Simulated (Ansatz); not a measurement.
# SnPb3O4: the cell at several levels of theory

How does the equilibrium cell of SnPb3O4 in the litharge host structure depend on the functional? It is relaxed with PBE-D3(BJ) and r2SCAN+rVV10. This is a trial cell built on a prototype, not taken from a measured structure, and it needn't be the compound's ground state.

The runs shown are made with Ansatz 0.2.0. PAW datasets, plane waves, zero pressure. The calculation is spin-unpolarised, and the structure need not be a phase that has been made.

## (1) The system as given

The symmetry is Pmm2 (No. 25, orthorhombic); a = 3.868 Å, b = 7.737 Å, c = 4.957 Å in the conventional setting, 18.54 Å³ an atom. Around Pb lie 4 O at 2.26 Å; around O lie 3 Pb at 2.26 Å and 1 Sn at 2.26 Å; around O lie 4 Pb at 2.26 Å; around Sn lie 4 O at 2.26 Å.

Coordinates:

```xyz
8
Lattice="3.8683 0.0000 0.0000 0.0000 7.7366 0.0000 0.0000 0.0000 4.9569" Properties=species:S:1:pos:R:3 pbc="T T T"
Pb    1.9342    0.0000    3.7902
Pb    0.0000    1.9342    1.1667
O     1.9342    1.9342    0.0000
O     0.0000    0.0000    0.0000
Sn    1.9342    3.8683    3.7902
Pb    0.0000    5.8025    1.1667
O     1.9342    5.8025    0.0000
O     0.0000    3.8683    0.0000
```

## (2) Relaxation with PBE-D3(BJ)

File input.yaml:

```yaml
crystal:
  lattice:
    - [3.8683004, 0.0, 0.0]
    - [0.0, 7.7366008, 0.0]
    - [0.0, 0.0, 4.95688501]
  atoms:
    - { symbol: Pb, position: [0.5, 0.0, 0.76462614] }
    - { symbol: Pb, position: [0.0, 0.25, 0.23537386] }
    - { symbol: O, position: [0.5, 0.25, 0.0] }
    - { symbol: O, position: [0.0, 0.0, 0.0] }
    - { symbol: Sn, position: [0.5, 0.5, 0.76462614] }
    - { symbol: Pb, position: [0.0, 0.75, 0.23537386] }
    - { symbol: O, position: [0.5, 0.75, 0.0] }
    - { symbol: O, position: [0.0, 0.5, 0.0] }
kpoints:
  mp_grid: { grid: [6, 4, 6] }
hamiltonian:
  xc: pbe
  dispersion: d3bj
scf:
  occupations: { method: fermi_dirac, width: 0.02 }
relax:
  f_tol: 0.005
  cell: {}
output:
  write_density: true
  write_potential: true
  elf: true
  volumetric_format: npy
```

Started as:

```
ansatz run input.yaml --threads 4 --pin off --max-ram 6451MiB --backend cpu --events-out ev --progress --plain --runs-dir out
```

Further steps of the session: r2SCAN+rVV10: cell and atoms.

**Question.** What will these runs give? Wanted: for each run, a; b; c; volume; space group; SCF geometries.

**Answer**, as computed:

| level | a (Å) | b (Å) | c (Å) | volume (Å³/atom) | space group | SCF geometries |
| --- | --- | --- | --- | --- | --- | --- |
| PBE-D3(BJ) | 3.978 | 7.962 | 4.934 | 19.532 | Pmm2 | 10 |
| r2SCAN+rVV10 | 3.926 | 7.858 | 4.961 | 19.133 | Pmm2 | 7 |

From the start to the first minimum the volume moved by +5.3 %. The volume runs from r2SCAN+rVV10 (least) to PBE-D3(BJ) (most), a spread of 2.1 %, or 0.7 % in length if all axes shared it alike.
